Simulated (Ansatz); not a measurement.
This script makes vertical energies of changing the electron count of FH₆NSi₂, SMILES N[SiH](F)[SiH3] with Ansatz 0.2.0 through its Python package.

The script reads `fh6nsi2.xyz`:
```text
10

N    -0.44410    1.72430    0.03130
Si    0.23480    0.34980    0.62640
F    -0.64820    0.01870    1.92770
Si    0.33820   -1.43820   -0.83800
H    -1.49340    1.59780   -0.05520
H    -0.38580    2.50890    0.72550
H     1.63200    0.74540    1.04530
H    -1.08070   -1.78280   -1.27230
H     1.06100   -1.12370   -2.01570
H     0.86920   -2.65130   -0.17200
```

`ip.py`
```python
# -*- coding: utf-8 -*-
import ansatz as az


def total_energy(molecule, charge=0, unpaired=0):
    calc = molecule.calculation().basis(gaussian="cc-pVTZ").functional("pbe")
    if charge:
        calc = calc.charge(charge)
    if unpaired:
        calc = calc.spin("collinear", total=unpaired)
    report = calc.run(threads=1).report
    if report["published_state_doubts"]:
        print("  doubts:", report["published_state_doubts"])
    return report["free_energy_ev"]


def main():
    mol = az.Crystal.molecule_from_extxyz("fh6nsi2.xyz")

    parent = total_energy(mol, 0, 0)
    cation = total_energy(mol, 1, 1)
    print(f"E(N)   = {parent:.5f} eV")
    print(f"E(N-1) = {cation:.5f} eV  (1 unpaired)")
    print(f"vertical ionisation energy {cation - parent:.3f} eV")


if __name__ == "__main__":
    main()
```

What does it cost to change the electron count at this fixed geometry?

At this unrelaxed geometry removing an electron costs 9.81 eV.

The output:

```console
$ python ip.py
E(N)   = -20051.19763 eV
E(N-1) = -20041.38552 eV  (1 unpaired)
vertical ionisation energy 9.812 eV
```

Notes:
- Total energies depend on the basis set; only differences at equal settings carry meaning.
- The geometry is a force-field or estimated start, not a minimum of this method, and the basis set is short of its limit. All parts are taken at fixed geometry, without zero-point energy. At an unrelaxed start these energies can be a whole eV from those at the minimum, and a small affinity can change sign.
- Finished in 14 s on 1 thread of Intel(R) Xeon(R) 6975P-C (Granite Rapids), with other jobs on the host, peak memory 0.62 GiB.
